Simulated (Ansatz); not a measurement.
# InGa2N3: the cost of one run

Computed with Ansatz 0.2.0 (DFT PBE, scalar-relativistic, plane waves, PAW, unless a step's input says otherwise).

**1. The starting structure**

It takes space group P-4m2 (No. 115, tetragonal). Conventional cell: a = 3.352 Å, b = 3.352 Å, c = 7.445 Å, α = 90.00°, β = 90.00°, γ = 90.00°. In (site symmetry -4m2) has 4 N at 2.37 Å and 4 Ga at 2.56 Å as nearest neighbours. Around Ga (site symmetry 2mm) lie 7 N at 2.54 to 2.65 Å and 2 In at 2.56 Å. N (site symmetry 2mm) is surrounded by 5 Ga at 2.54 to 2.65 Å. Around N (site symmetry -4m2) lie 4 In at 2.37 Å and 4 Ga at 2.56 Å.

Coordinates:

```
CELL_PARAMETERS angstrom
3.35160 0.00000 0.00000
0.00000 3.35160 0.00000
0.00000 0.00000 7.44527
ATOMIC_POSITIONS crystal
In 0.50000 0.50000 0.00000
Ga 0.50000 0.00000 0.73987
Ga 0.00000 0.50000 0.26013
N 0.50000 0.00000 0.38354
N 0.00000 0.50000 0.61646
N 0.00000 0.00000 0.00000
```

A structure generator made this guess: species swapped into a database cell of Hf2GaSb3 (P-4m2, No. 115), with Ga on the Hf sites, In on the Ga sites and N on the Sb sites. Its size is a rough estimate.

**2. Probe: one point on a coarse mesh**

Contents of input.yaml:

```yaml
crystal:
  lattice:
    - [3.35159898, 0.0, 0.0]
    - [0.0, 3.35159898, 0.0]
    - [0.0, 0.0, 7.44527466]
  atoms:
    - { symbol: In, position: [0.5, 0.5, 0.0] }
    - { symbol: Ga, position: [0.5, 0.0, 0.7398749] }
    - { symbol: Ga, position: [0.0, 0.5, 0.2601251] }
    - { symbol: "N", position: [0.5, 0.0, 0.38354135] }
    - { symbol: "N", position: [0.0, 0.5, 0.61645865] }
    - { symbol: "N", position: [0.0, 0.0, 0.0] }
basis:
  ecutwfc: 420
kpoints:
  mp_grid: { grid: [6, 6, 4] }
hamiltonian:
  xc: pbe
scf:
  occupations: { method: gaussian, width: 0.1 }
  lower_state_search: "off"
output:
  forces: true
  stress: true
  eigenvalues: true
```

The run is started by

```sh
$ ansatz run input.yaml --threads 1 --pin off --max-ram 2560MiB --backend cpu --events-out ev --progress --plain --runs-dir out
```

Q: Estimate wall time and peak memory on 1 thread of Intel Xeon at 2.50GHz (Skylake/Cascade Lake), shared host.

About 14 s, with a peak of 0.38 GiB.
